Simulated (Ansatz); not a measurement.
# WAu (F-43m) in Ansatz: reference runs

Aim: a first look at WAu with PBE, on the cell as given.

Everything below comes from runs of Ansatz 0.2.0. Logs are shortened: lines on timing, memory, paths and dates and some standing lists are left out, and cuts for length are marked.

## Step 1: The cell of the first run

The structure is cubic, space group F-43m (No. 216). Conventional cell: a = 5.496 Å, b = 5.496 Å, c = 5.496 Å, α = 90.00°, β = 90.00°, γ = 90.00°. W (site symmetry -43m) has 4 Au at 2.38 Å as nearest neighbours. Au (site symmetry -43m) has 4 W at 2.38 Å as nearest neighbours.

The cell was built by a generator and needn't be a form met in nature.

## Step 2: Single point, PBE (as made, not relaxed: species swapped into the CdSe type (F-43m, No. 216))

The input, input.yaml:

```yaml
crystal:
  lattice:
    - [0.0, 2.74797926, 2.74797926]
    - [2.74797926, 0.0, 2.74797926]
    - [2.74797926, 2.74797926, 0.0]
  atoms:
    - { symbol: W, position: [0.0, 0.0, 0.0] }
    - { symbol: Au, position: [0.75, 0.75, 0.75] }
hamiltonian:
  xc: pbe
  pseudopotentials: { kind: paw }
kpoints:
  mp_grid: { grid: [8, 8, 8] }
scf:
  occupations: { method: fermi_dirac, width: 0.05 }
output:
  forces: true
  stress: true
  eigenvalues: true
```

Potentials or basis: Ansatz PAW.

Run with:

```bash
ansatz run input.yaml --threads 2 --pin off --max-ram 5632MiB --backend cpu --events-out ev --progress --plain --runs-dir out
```

The program printed:

```text
Warning: RAYON_NUM_THREADS=2 ignored (pool sized by the plan → 2); use --threads N
Engine: ansatz 0.2.0, x86_64-unknown-linux-gnu
Pseudopotentials: kind: paw
Pseudopotential: W, paw, valence charge 14, recommended cutoff 420 eV (normal), W.paw.azcp
Pseudopotential: Au, paw, valence charge 19, recommended cutoff 420 eV (normal), Au.paw.azcp
Functional definition: PBE
  parameter kappa = 0.804
  parameter beta = 0.06672455060314922
  exchange = pbe_x(kappa = kappa, mu = beta*pi^2/3)
  correlation = pbe_c(beta = beta)
Crystal: 2 atoms, lattice volume = 41.502 Å³
Basis set: ecut = 420 eV, 869 PW (Γ), exchange–correlation on 54×54×54 points (8 copies of the dense FFT grid, shifted against one another)
Bands: 21, of which v1, the nominal top of the filled ones, is band 17 counted from 1 (16 counted from 0)
Symmetry: 24 space group operations
Space group: F-43m (ITA 216), of the structure as read, at distance tolerance 3.5e-5 Å
k-points: 29 of 512 (time reversal used)
Non-local potential: W, projectors of the file, l = 0: 3, l = 1: 2, l = 2: 2, l = 3: 1
Non-local potential: Au, projectors of the file, l = 0: 3, l = 1: 2, l = 2: 2, l = 3: 1
PAW form: soft (Blöchl's): semilocal exchange-correlation on the pseudo side does not see the compensation charge
PAW one-centre angular grid: W, 590 points (default); XC on 64 Gauss nodes
PAW one-centre angular grid: Au, 590 points (default); XC on 64 Gauss nodes
Initial density: superposition of atomic densities (neutral atoms: chi_scale 0, normalization atom), corrected by the library's trained network
Initial wavefunctions: pseudopotential atomic-orbital guess
Functional: x = pbe(κ = 0.804, μ = 0.2195149727645171), c = pbe(β = 0.06672455060314922)
SCF iter   1: F=—  HF=-23529.653211 eV  |F-HF|=—  |Δ(HF+E_count)|=         —  Δρ=1.02e-2  dr2=6.38e-2  ethr=1.77e-3  ⟨swp⟩=5.9  Hψ=2706  notcnv=0
preconditioner: auto → Kerker (q_TF=auto, 2.626 Å⁻¹)  [metal: Δε(μ)=0.091 eV  Ē_g=8.031 eV  σ=0.050 eV  W_gap=0.42  n_scr=14 (ndim 8)  ℏωp=23.8 eV  f_vac=0.000  D(μ)=1.85/eV (n_scr^D=14)]
SCF iter   2: F=—  HF=-23529.641694 eV  |F-HF|=—  |Δ(HF+E_count)|=   1.15e-2  Δρ=3.50e-3  dr2=5.12e-3  ethr=1.93e-4  ⟨swp⟩=2.0  Hψ=965  notcnv=0  defer=1
SCF iter   3: F=—  HF=-23529.641005 eV  |F-HF|=—  |Δ(HF+E_count)|=   6.89e-4  Δρ=1.43e-3  dr2=9.58e-4  ethr=1.55e-5  ⟨swp⟩=2.0  Hψ=688  notcnv=0  defer=1
SCF iter   4: F=—  HF=-23529.640939 eV  |F-HF|=—  |Δ(HF+E_count)|=   6.64e-5  Δρ=3.92e-4  dr2=1.07e-4  ethr=2.90e-6  ⟨swp⟩=2.6  Hψ=996  notcnv=0  defer=1
SCF iter   5: F=—  HF=-23529.640935 eV  |F-HF|=—  |Δ(HF+E_count)|=   3.37e-6  Δρ=1.14e-4  dr2=7.12e-6  ethr=3.24e-7  ⟨swp⟩=2.2  Hψ=775  notcnv=0  defer=1
SCF iter   6: F=—  HF=-23529.640929 eV  |F-HF|=—  |Δ(HF+E_count)|=   6.74e-6  Δρ=2.96e-5  dr2=4.03e-7  ethr=2.16e-8  ⟨swp⟩=2.3  Hψ=875  notcnv=0  defer=1
SCF iter   7: F=-23529.640929 eV  HF=-23529.640929 eV  |F-HF|=1.79e-9  |Δ(HF+E_count)|=   1.76e-7  Δρ=5.54e-6  dr2=1.83e-8  ethr=3.03e-10  ⟨swp⟩=5.7  Hψ=2451  notcnv=0
SCF 1 converged in 7 iterations: F = -23529.640929 eV  dr2 = 1.83e-8
SCF converged after 7 iterations
Free energy (F): -23529.640929 eV
Harris-Foulkes:  -23529.640929 eV  (|F-HF|=1.79e-9)
Internal energy: -23529.624740 eV  (E = F + TS)
E sigma→0 (E₀):  -23529.632834 eV
Entropy (-TS):   -0.016189 eV (-8.095 meV/atom)
Fermi energy:    16.433897 eV
--- Per-component energies (eV) ---
  E_band       = -487.043036
  E_kinetic    = 1059.509814
  E_local      = -3366.971970  (includes V_loc(G=0)·N_el)
  E_nonlocal   = 71.442811
  E_hartree    = 1374.339593
  E_xc         = -496.276366
  E_vxc        = -515.896033  (∫ρ·V_xc dr)
  E_paw        = -18267.284900  (= ΣΔE_a)
  E_vpaw       = -483.813333  (= ΣTr[D̂ρ^β])
  E_aug_tail   = 0.001294  (compensation charges beyond the density's cutoff)
  E_ewald      = -3904.385016
  E_smearing   = -0.016189  (= −TS)
  E_closure    = 0.000000  (closes the sum)
  Σ components = -23529.640929   (vs F -23529.640929, Δ=0.00e0)
--- Forces (eV/Å), atoms counted from 1 ---
  atom   1  W     -0.00000000     0.00000000     0.00000000
  atom   2  Au     0.00000000    -0.00000000     0.00000000
  max |Σ_I F_I| component: 7.40e-17 eV/Å
--- Stress (GPa, compression-positive) ---
       32.722970      -0.000000      -0.000000
       -0.000000      32.722970       0.000000
       -0.000000       0.000000      32.722970
  P = ⅓ Tr σ = 32.7230 GPa (327.230 kbar)
--- Band table (eV; the first three rows and the last of 29) ---
  k-point 0: bands = ["-91.1678", "-57.5218", "-42.5809", "-42.5809", "-42.5809", "-21.8689", "-21.8689", "-21.8689", "7.9373", "9.7497", "9.7497", "10.0952", "10.0952", "10.0952", "15.5755", "15.5755", "15.5755", "18.5611", "18.5611", "25.6489", "28.1832"]
  k-point 1: bands = ["-91.1678", "-57.5222", "-42.5812", "-42.5812", "-42.5800", "-21.8728", "-21.8679", "-21.8679", "8.2175", "9.6584", "9.6584", "10.0553", "10.2172", "10.2172", "15.2521", "15.6411", "15.6411", "18.4944", "18.4944", "25.8486", "26.3779"]
  k-point 2: bands = ["-91.1678", "-57.5231", "-42.5819", "-42.5819", "-42.5778", "-21.8821", "-21.8656", "-21.8656", "8.9096", "9.6140", "9.6140", "10.0382", "10.3111", "10.3111", "14.6187", "15.8372", "15.8372", "18.3626", "18.3626", "23.1465", "25.7600"]
  k-point 28: bands = ["-91.1678", "-57.5254", "-42.5866", "-42.5855", "-42.5678", "-21.8993", "-21.8682", "-21.8559", "9.1932", "9.2382", "9.8233", "10.4374", "10.5519", "12.1013", "14.6443", "15.1701", "17.6306", "18.5648", "18.9565", "19.1833", "19.5354"]
```

Wall time 2.4 s (2 threads of Intel Xeon at 2.50GHz (Skylake/Cascade Lake), shared host); peak memory 0.35 GiB.

What came out:

| Property | Result |
| --- | --- |
| Free energy | -23529.6409 eV |
| Pressure | 32.7 GPa |
| Band gap on the k mesh | none (metal or under the smearing width) |

Levels at points of the mesh, in eV from the Fermi level:
```csv
k point,band 15,band 16,band 17,band 18,band 19,band 20
"(0.00, 0.00, 0.00)",-0.86,-0.86,-0.86,2.13,2.13,9.22
"(0.00, 0.00, -0.50)",-2.21,-0.22,-0.22,1.82,1.82,2.62
"(0.00, -0.50, -0.50)",-3.20,0.38,1.48,1.99,1.99,3.68
```

Caveat: a pressure of tens of GPa on the cell as given is suspect, and the run, the potentials or the cell itself is likely at fault.
